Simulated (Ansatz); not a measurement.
# BiTe: the cost of one run

Program: Ansatz 0.2.0. Level of theory: DFT, PBE, plane-wave PAW, default files, scalar-relativistic. These are calculated values, not measurements.

### 1 Starting point

The structure is trigonal, space group P-3m1 (No. 164). The conventional cell has a = 4.422 Å, b = 4.422 Å, c = 24.050 Å, α = 90.00°, β = 90.00°, γ = 120.00°. Bi (site symmetry 3m) has 6 Te at 3.09 to 3.28 Å as nearest neighbours. Bi (site symmetry 3m) is surrounded by 6 Te at 3.07 to 3.21 Å. Bi (site symmetry 3m) has 3 Bi at 3.22 Å and 3 Te at 3.45 Å as nearest neighbours. Te (site symmetry 3m) is surrounded by 3 Bi at 3.09 Å. Around Te (site symmetry 3m) lie 6 Bi at 3.21 to 3.28 Å. Around Te (site symmetry 3m) lie 6 Bi at 3.07 to 3.45 Å.

Coordinates:

```xyz
12
Lattice="4.4220 0.0000 0.0000 -2.2110 3.8296 0.0000 0.0000 0.0000 24.0500" Properties=species:S:1:pos:R:3 pbc="T T T"
Bi    0.0000    0.0000    3.0111
Bi    0.0000    0.0000   21.0389
Bi    0.0000    2.5530    7.0274
Bi    2.2110    1.2765   17.0226
Bi    2.2110    1.2765   11.0462
Bi    0.0000    2.5530   13.0038
Te    0.0000    2.5530    1.2747
Te    2.2110    1.2765   22.7753
Te    2.2110    1.2765    5.0770
Te    0.0000    2.5530   18.9730
Te    0.0000    0.0000    8.7326
Te    0.0000    0.0000   15.3174
```

The earlier run gave: no gap over 0.1 eV on the mesh, largest force 1.257 eV/Å, pressure 1.6 GPa.

Like atoms gathered into sites:

| site | atoms | first shell | V_zz (10²¹ V/m²) | η | C_Q (MHz) |
| --- | --- | --- | --- | --- | --- |
| Bi1 | 1, 2 | 6 Te at 3.09–3.28 Å | 1.60 | 0.00 | -19.9 (²⁰⁹Bi) |
| Bi3 | 3, 4 | 6 Te at 3.07–3.21 Å | 2.60 | 0.00 | -32.5 (²⁰⁹Bi) |
| Bi5 | 5, 6 | 3 Bi at 3.22 Å, 3 Te at 3.45 Å | 12.83 | 0.00 | -160 (²⁰⁹Bi) |
| Te7 | 7, 8 | 3 Bi at 3.09 Å, 3 Te at 3.61 Å | 0.038 | 0.00 | – |
| Te9 | 9, 10 | 6 Bi at 3.21–3.28 Å | 8.18 | 0.00 | – |
| Te11 | 11, 12 | 6 Bi at 3.07–3.45 Å | 0.080 | 0.00 | – |

Conventions: |V_zz| ≥ |V_yy| ≥ |V_xx|, η = (V_xx − V_yy)/V_zz, C_Q = eQV_zz/h. Nuclear quadrupole moments: year-2017 set (Pyykkö). A dash under C_Q marks elements without a common quadrupolar isotope.

### 2 Z stretched by -3 %, ions relaxed

File input.yaml:

```yaml
crystal:
  lattice:
    - [4.4219981227, 0.0, 0.0]
    - [-2.2109990613, 3.8295627097, 0.0]
    - [0.0, 0.0, 23.3285]
  atoms:
    - { symbol: Bi, position: [0.0, 0.0, 0.1247650301] }
    - { symbol: Bi, position: [0.0, 0.0, 0.8752349699] }
    - { symbol: Bi, position: [0.3333333333, 0.6666666667, 0.2916185139] }
    - { symbol: Bi, position: [0.6666666667, 0.3333333333, 0.7083814861] }
    - { symbol: Bi, position: [0.6666666667, 0.3333333333, 0.4649501255] }
    - { symbol: Bi, position: [0.3333333333, 0.6666666667, 0.5350498745] }
    - { symbol: Te, position: [0.3333333333, 0.6666666667, 0.0535933258] }
    - { symbol: Te, position: [0.6666666667, 0.3333333333, 0.9464066742] }
    - { symbol: Te, position: [0.6666666667, 0.3333333333, 0.2087189294] }
    - { symbol: Te, position: [0.3333333333, 0.6666666667, 0.7912810706] }
    - { symbol: Te, position: [0.0, 0.0, 0.3636049667] }
    - { symbol: Te, position: [0.0, 0.0, 0.6363950333] }
kpoints:
  mp_grid: { grid: [11, 11, 2] }
scf:
  occupations: { method: fermi_dirac, width: 0.05 }
hamiltonian:
  xc: pbe
  pseudopotentials: { kind: paw }
output:
  forces: true
  stress: true
  populations: true
  efg: { quadrupole_moments_barn: { Bi: -0.516 }, contact_densities: true }
relax:
  f_tol: 0.02
  max_steps: 60
```

Started as:

```
ansatz run input.yaml --threads 4 --pin off --max-ram 8192MiB --backend cpu --events-out ev --progress --plain --runs-dir out
```

Q: Estimate wall time and peak memory on 4 threads of Intel Xeon Platinum 8259CL at 2.50GHz (Skylake/Cascade Lake), shared host.

About 75 s, with a peak of 2.1 GiB.
